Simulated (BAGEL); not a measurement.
# CH4NOSi (SMILES [N]=CO[SiH3]) at UHF/6-311+G(d,p) (density fitting with qzvpp-jkfit)

Aim: the energy change on altering one bond length of CH4NOSi at UHF/6-311+G** (density fitting with qzvpp-jkfit), from 2 runs. 

The calculation is run with BAGEL 1.2.2.

30 further runs of the same task are left out: 30 set aside as unsound or not needed.

**1. Starting point**

CH4NOSi: 8 atoms, total charge 0, spin state doublet. SMILES: `[N]=CO[SiH3]`. The shape is that of a GFN2-xTB optimisation.

Bond lengths: N1–C2 1.224 Å, C2–O3 1.325 Å, O3–Si4 1.653 Å, C2–H5 1.111 Å, Si4–H6 1.456 Å, Si4–H7 1.459 Å, Si4–H8 1.459 Å. Angles: N1–C2–O3 132.6°, C2–O3–Si4 128.2°, N1–C2–H5 117.2°, O3–C2–H5 110.2°, O3–Si4–H6 96.8°, O3–Si4–H7 109.5°, O3–Si4–H8 109.5°, H6–Si4–H7 114.5°, H6–Si4–H8 114.4°, H7–Si4–H8 111.1°.

**2. A single-point energy at UHF/6-311+G(d,p) (density fitting with qzvpp-jkfit)**

Input file hf.json:

```json
{ "bagel": [

{
  "title": "molecule",
  "basis": "6-311+gss.json",
  "df_basis": "qzvpp-jkfit",
  "angstrom": "true",
  "geometry": [
    { "atom": "N", "xyz": [    1.604470,   -0.291140,    1.358940 ] },
    { "atom": "C", "xyz": [    1.433900,    0.256450,    0.277920 ] },
    { "atom": "O", "xyz": [    0.372520,    0.385790,   -0.504430 ] },
    { "atom": "Si", "xyz": [   -1.157440,   -0.189330,   -0.256180 ] },
    { "atom": "H", "xyz": [    2.312580,    0.758700,   -0.180860 ] },
    { "atom": "H", "xyz": [   -1.738160,    0.331380,   -1.485460 ] },
    { "atom": "H", "xyz": [   -1.122820,   -1.645320,   -0.173600 ] },
    { "atom": "H", "xyz": [   -1.705060,    0.393470,    0.963670 ] }
  ]
},
{
  "title": "uhf",
  "nopen": 1
},
{
  "title": "print",
  "file": "orbitals.molden",
  "orbitals": "true"
}

]}
```

The basis set 6-311+G** is read from a file made from the Basis Set Exchange's data (not shown).

The run is started by

```console
$ BAGEL_NUM_THREADS=1 BAGEL hf.json > hf.out
```

Standard output:

```text
* using 1 threads per process

  ===============================================================
  ===============================================================

  *** Geometry ***

  { "atom" : "N", "xyz" : [      3.032009,     -0.550175,      2.568024 ] },
  { "atom" : "C", "xyz" : [      2.709678,      0.484620,      0.525193 ] },
  { "atom" : "O", "xyz" : [      0.703961,      0.729037,     -0.953235 ] },
  { "atom" : "Si", "xyz" : [     -2.187245,     -0.357782,     -0.484110 ] },
  { "atom" : "H", "xyz" : [      4.370143,      1.433735,     -0.341776 ] },
  { "atom" : "H", "xyz" : [     -3.284646,      0.626217,     -2.807113 ] },
  { "atom" : "H", "xyz" : [     -2.121822,     -3.109204,     -0.328056 ] },
  { "atom" : "H", "xyz" : [     -3.222096,      0.743551,      1.821072 ] },

  Number of auxiliary basis functions:      429

  Since a DF basis is specified, we compute 2- and 3-index integrals:
    o Being stored without compression. Storage requirement is 0.049 GB

  Number of basis functions:      120
  Number of electrons      :       39

    * METHOD: MOLECULE                             0.19

  *** Open-shell HF ***

  === Nuclear Repulsion ===
   154.8164379260

      * DIIS with orbital gradients will be used.

  === UHF iteration (6-311+gss.json) ===
      0       -458.14721301          0.04469863           0.13
      1       -458.37788579          0.02760710           0.13
      2       -458.43960234          0.01649606           0.13
      3       -458.46927923          0.00209337           0.13
      4       -458.47147355          0.00104423           0.13
      5       -458.47247112          0.00055558           0.13
      6       -458.47301314          0.00036904           0.14
      7       -458.47335401          0.00024138           0.13
      8       -458.47375550          0.00011227           0.14
      9       -458.47393522          0.00005055           0.13
     10       -458.47399673          0.00002962           0.13
     11       -458.47403735          0.00002156           0.13
     12       -458.47406210          0.00001809           0.13
     13       -458.47409586          0.00001444           0.13
     14       -458.47413258          0.00000858           0.13
     15       -458.47413711          0.00000441           0.14
     16       -458.47413713          0.00000266           0.13
     17       -458.47413700          0.00000181           0.13
     18       -458.47413707          0.00000117           0.13
     19       -458.47413710          0.00000066           0.13
     20       -458.47413715          0.00000023           0.13
     21       -458.47413715          0.00000011           0.13
     22       -458.47413715          0.00000007           0.13
     23       -458.47413715          0.00000004           0.14
     24       -458.47413715          0.00000003           0.13
     25       -458.47413715          0.00000002           0.14
     26       -458.47413715          0.00000001           0.13
     27       -458.47413715          0.00000001           0.13
    * SCF iteration converged.

    * S^2 (UHF) is 0.8253

    * Permanent dipole moment:
           (    0.555965,    -0.171060,     0.600570) a.u.

    * METHOD: UHF                                  3.85

    * METHOD: PRINT                                0.03

  ===============================================================
```

Wall time 4.2 s (1 thread of Arm Neoverse V2, shared host); peak memory 0.14 GiB.

**3. The distorted shape**

Input file job.json:

```json
{ "bagel": [

{
  "title": "molecule",
  "basis": "6-311+gss.json",
  "df_basis": "qzvpp-jkfit",
  "angstrom": true,
  "geometry": [
    { "atom": "N", "xyz": [    1.165155,   -0.542251,    1.588317 ] },
    { "atom": "C", "xyz": [    0.994585,    0.005339,    0.507297 ] },
    { "atom": "O", "xyz": [   -0.066795,    0.134679,   -0.275053 ] },
    { "atom": "Si", "xyz": [   -1.596755,   -0.440441,   -0.026803 ] },
    { "atom": "H", "xyz": [    2.312580,    0.758700,   -0.180860 ] },
    { "atom": "H", "xyz": [   -2.177475,    0.080269,   -1.256083 ] },
    { "atom": "H", "xyz": [   -1.562135,   -1.896431,    0.055777 ] },
    { "atom": "H", "xyz": [   -2.144375,    0.142359,    1.193047 ] }
  ]
},
{
  "title": "uhf",
  "nopen": 1
},
{
  "title": "print",
  "file": "orbitals.molden",
  "orbitals": true
}

]}
```

The basis set 6-311+G** is read from a file made from the Basis Set Exchange's data (not shown).

The run is started by

```console
$ BAGEL_NUM_THREADS=1 BAGEL job.json > job.out
```

Standard output:

```text
* using 1 threads per process

  ===============================================================
  ===============================================================

  *** Geometry ***

  { "atom" : "N", "xyz" : [      2.201824,     -1.024706,      3.001484 ] },
  { "atom" : "C", "xyz" : [      1.879493,      0.010089,      0.958652 ] },
  { "atom" : "O", "xyz" : [     -0.126224,      0.254506,     -0.519775 ] },
  { "atom" : "Si", "xyz" : [     -3.017430,     -0.832313,     -0.050650 ] },
  { "atom" : "H", "xyz" : [      4.370143,      1.433735,     -0.341776 ] },
  { "atom" : "H", "xyz" : [     -4.114831,      0.151686,     -2.373653 ] },
  { "atom" : "H", "xyz" : [     -2.952007,     -3.583735,      0.105403 ] },
  { "atom" : "H", "xyz" : [     -4.052281,      0.269020,      2.254532 ] },

  Number of auxiliary basis functions:      429

  Since a DF basis is specified, we compute 2- and 3-index integrals:
    o Being stored without compression. Storage requirement is 0.049 GB

  Number of basis functions:      120
  Number of electrons      :       39

    * METHOD: MOLECULE                             0.19

  *** Open-shell HF ***

  === Nuclear Repulsion ===
   152.8197708478

      * DIIS with orbital gradients will be used.

  === UHF iteration (6-311+gss.json) ===
      0       -457.94490027          0.04996415           0.13
      1       -458.19131123          0.03746280           0.13
      2       -458.29459707          0.02657938           0.13
      3       -458.37897003          0.00309898           0.13
      4       -458.38601160          0.00176382           0.13
      5       -458.39141801          0.00078253           0.13
      6       -458.39413947          0.00045412           0.12
      7       -458.39551491          0.00031197           0.13
      8       -458.39667422          0.00020564           0.13
      9       -458.39749511          0.00011899           0.13
     10       -458.39799943          0.00008254           0.14
     11       -458.39812630          0.00006082           0.13
     12       -458.39826691          0.00005373           0.13
     13       -458.39845009          0.00003347           0.13
     14       -458.39850321          0.00001634           0.13
     15       -458.39850581          0.00000445           0.13
     16       -458.39850629          0.00000318           0.13
     17       -458.39850640          0.00000184           0.14
     18       -458.39850637          0.00000131           0.14
     19       -458.39850638          0.00000107           0.13
     20       -458.39850641          0.00000050           0.14
     21       -458.39850641          0.00000017           0.14
     22       -458.39850641          0.00000012           0.13
     23       -458.39850641          0.00000007           0.13
     24       -458.39850641          0.00000003           0.13
     25       -458.39850641          0.00000002           0.13
     26       -458.39850641          0.00000001           0.14
     27       -458.39850641          0.00000001           0.13
    * SCF iteration converged.

    * S^2 (UHF) is 1.0940

    * Permanent dipole moment:
           (    0.785670,    -0.078412,     0.551101) a.u.

    * METHOD: UHF                                  3.86

    * METHOD: PRINT                                0.03

  ===============================================================
```

Run time: 4.2 s. Hardware: 1 thread of Arm Neoverse V2, shared host; peak memory 0.14 GiB.

**4. Outcome**

Level: UHF/6-311+G** (density fitting with qzvpp-jkfit).

| quantity | value |
| --- | --- |
| first shape: total energy | -458.47414 Eh |
| first shape: dipole moment | 2.13 D |
| first shape: ⟨S²⟩ | 0.825 |
| distorted shape: total energy | -458.39851 Eh |
| distorted shape: dipole moment | 2.45 D |
| distorted shape: ⟨S²⟩ | 1.094 |
| energy change with the C2–H5 bond stretched from 1.111 to 1.667 Å | 2.058 eV |

**Reading.** With the C2–H5 bond stretched from 1.111 to 1.667 Å the energy rises by 2.06 eV (47 kcal/mol). The first shape isn't relaxed at this level, so the change isn't measured from a minimum. ⟨S²⟩ (distorted shape) is 1.09 where a pure doublet has 0.75: the reference is spin-contaminated.
